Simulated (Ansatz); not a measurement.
# FH₆NSi₂: a ladder of functionals and wavefunction methods

An exercise on one series of results from a longer session: the logs are not shown, and one member is left open.

The runs use Ansatz 0.2.0, Gaussian basis; functionals in def2-TZVPP, the program's frozen cores in correlated methods.

Levels to be run: LDA (SPW92), PBE-D4, revPBE-D4, BLYP-D4, r2SCAN-D4, B97M-V, PBE0-D4, B3LYP-D4, r2SCANh-D4, r2SCAN0-D4, HSE06-D4, BHLYP-D4, CAM-B3LYP-D4, LC-ωPBE, ωB97X-V, ωB97M-V, B2PLYP, PBE-QIDH; CCSD(T)/def2-SVP; CCSD(T)/def2-TZVPP; MP2/def2-QZVPP; extrapolation to the limit; RPA on PBE.

## Structure used throughout

All runs share one geometry, relaxed beforehand with PBE0-D4 in a triple-zeta def2 set.

SMILES `N[SiH2][SiH2]F`, 10 atoms, charge 0, spin multiplicity 1.

Atoms are counted from 1 here; the program's logs count them from 0.

Bond lengths: N1–Si2 1.722 Å, N1–H5 1.008 Å, N1–H6 1.008 Å, Si2–Si3 2.346 Å, Si2–H7 1.496 Å, Si2–H8 1.489 Å, Si3–F4 1.612 Å, Si3–H9 1.488 Å, Si3–H10 1.487 Å. Angles: Si2–N1–H5 119.2°, Si2–N1–H6 120.0°, H5–N1–H6 110.7°, N1–Si2–Si3 107.7°, N1–Si2–H7 116.0°, N1–Si2–H8 108.4°, Si3–Si2–H7 108.9°, Si3–Si2–H8 109.2°, H7–Si2–H8 106.5°, Si2–Si3–F4 108.6°, Si2–Si3–H9 112.1°, Si2–Si3–H10 112.3°, F4–Si3–H9 107.7°, F4–Si3–H10 107.1°, H9–Si3–H10 108.8°.

The first run:

Input file in.yaml:

```yaml
crystal:
  periodic: [false, false, false]
  atoms:
    - {symbol: N, position_ang: [-1.188812, 0.128236, -1.309938]}
    - {symbol: Si, position_ang: [-0.574815, -0.698136, 0.070851]}
    - {symbol: Si, position_ang: [1.383205, 0.401840, 0.747712]}
    - {symbol: F, position_ang: [1.056912, 1.970612, 0.928074]}
    - {symbol: H, position_ang: [-1.273924, 1.131927, -1.284558]}
    - {symbol: H, position_ang: [-1.934958, -0.279371, -1.850802]}
    - {symbol: H, position_ang: [-1.503468, -0.799884, 1.239777]}
    - {symbol: H, position_ang: [-0.239871, -2.093627, -0.326958]}
    - {symbol: H, position_ang: [1.889960, -0.106468, 2.050932]}
    - {symbol: H, position_ang: [2.468971, 0.293770, -0.262288]}
basis:
  gaussian: {orbitals: def2-TZVPP}
hamiltonian: {xc: lda}
output: {orbitals: {seedname: orbitals}}
```

Started as:

```
ansatz run in.yaml --threads 2 --pin off --events-out ev --progress --plain --max-ram 4352MiB
```

Among the steps run: LDA; PBE-D4 (GGA); revPBE-D4 (GGA); BLYP-D4 (GGA); r2SCAN-D4 (meta-GGA); B97M-V (meta-GGA); PBE0-D4 (hybrid); B3LYP-D4 (hybrid); r2SCANh-D4 (hybrid); r2SCAN0-D4 (hybrid); HSE06-D4 (hybrid); BHLYP-D4 (hybrid); CAM-B3LYP-D4 (range-separated); LC-ωPBE (range-separated); ωB97X-V (range-separated); ωB97M-V (range-separated); B2PLYP (double hybrid); PBE-QIDH (double hybrid).

One table of the session follows, with a row left open; its other results are not shown here.

It belongs to the step «Frontier levels by functional». 

| functional | HOMO (eV) | gap (eV) |
| --- | --- | --- |
| LDA (SPW92) | -6.21 | 4.39 |
| PBE-D4 | -6.10 | 4.52 |
| revPBE-D4 | -6.06 | 4.58 |
| BLYP-D4 | -6.00 | 4.56 |
| r2SCAN-D4 | -6.41 | 5.14 |
| B97M-V | -6.55 | 5.05 |
| PBE0-D4 | -7.47 | 6.74 |
| B3LYP-D4 | -7.26 | 6.33 |
| r2SCANh-D4 | ? | ? |
| r2SCAN0-D4 | -7.67 | 7.14 |
| HSE06-D4 | -7.07 | 5.96 |
| BHLYP-D4 | -8.74 | 8.90 |
| CAM-B3LYP-D4 | -8.86 | 9.15 |
| LC-ωPBE | -10.21 | 11.68 |
| ωB97X-V | -9.87 | 11.18 |
| ωB97M-V | -9.71 | 10.71 |

**Question.** Estimate the row for r2SCANh-D4.

Worked estimate for «HOMO (eV)». Against the share of exact exchange, r2SCAN-D4 (0, -6.41), r2SCAN0-D4 (0.25, -7.67) give a slope of -5.04 per unit share; at 0.1 the line stands at -6.91.

**Answer.** HOMO (eV): -6.92; gap (eV): 5.95. In «HOMO (eV)» the line misses by +0.01.
